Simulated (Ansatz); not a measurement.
**GdP (rocksalt): equation of state and elastic constants**

How stiff is GdP (rocksalt)? Energies and pressures are computed at volumes on both sides of the relaxed cell and fitted, then the elastic tensor. This structure was made by substitution into a known type, so it needn't be the compound's stable form.

Program: Ansatz 0.2.0. Level of theory: DFT PBEsol, scalar-relativistic, plane waves, PAW. These are calculated values, not measurements.

### Step 1. The structure to begin with

The structure is cubic, space group Fm-3m (No. 225). The conventional cell has a = 5.654 Å, b = 5.654 Å, c = 5.654 Å, α = 90.00°, β = 90.00°, γ = 90.00°. Gd (site symmetry m-3m) is surrounded by 6 P at 2.83 Å. P (site symmetry m-3m) has 6 Gd at 2.83 Å as nearest neighbours.

As a file:

```
Gd P
1.0
     0.00000    2.82677    2.82677
     2.82677    0.00000    2.82677
     2.82677    2.82677    0.00000
Gd P
1 1
Direct
  0.50000 0.50000 0.50000
  0.00000 0.00000 0.00000
```

An earlier run at PBEsol left this cell at 22.588 Å³/atom and -0.04 GPa (10×10×10 mesh).

Volume factors to run: 0.980, 1.020, 0.960, 1.040.

### Step 2. Volume × 0.980

Contents of input.yaml:

```yaml
crystal:
  lattice:
    - [0.0, 2.807802459, 2.807802459]
    - [2.807802459, 0.0, 2.807802459]
    - [2.807802459, 2.807802459, 0.0]
  atoms:
    - { symbol: Gd, position: [0.5, 0.5, 0.5], spin: 7.62 }
    - { symbol: P, position: [0.0, 0.0, 0.0] }
basis:
  ecutwfc: 420
  ecutrho_ratio: 4
kpoints:
  mp_grid: { grid: [10, 10, 10] }
hamiltonian:
  xc: pbesol
scf:
  occupations: { method: gaussian, width: 0.05 }
output:
  forces: true
  stress: true
  eigenvalues: true
  populations: true
magnetization:
  spin_polarized: true
```

Further steps of the session: Volume × 1.020; Volume × 0.960; At 1.040 of the relaxed volume; The elastic tensor from strained cells.

Before running it: what results should come out? Wanted: V0; B0; B0′; scatter of the fit; C11, C12, C44; K, G, E; Poisson's ratio.

The runs gave:

| quantity | value |
| --- | --- |
| V0 | 22.579 Å³/atom |
| B0 | 86 GPa |
| B0′ | 3.6 |
| scatter of the fit | 0.002 meV/atom |
| C11, C12, C44 | 211, 24, 40 GPa |
| K, G, E (Hill) | 86, 57, 140 GPa |
| Poisson's ratio | 0.23 |

What this shows: A third-order Birch–Murnaghan fit puts the minimum at 22.58 Å³/atom with a bulk modulus of 86 GPa. One per cent of compression takes about 0.86 GPa. All eigenvalues of the tensor are positive, so the cell is mechanically stable. K/G = 1.51 lies under Pugh's 1.75, an empirical mark of brittle behaviour drawn from metals, and the universal anisotropy index of 0.90 is moderate. The bulk moduli from the tensor and from the fit agree within 1 %. These are values at 0 K without zero-point motion. No U acts on the 4f shell, so its levels can lie too near the Fermi level. Spin–orbit coupling is left out, though the cell holds Gd; it splits the 4f levels.
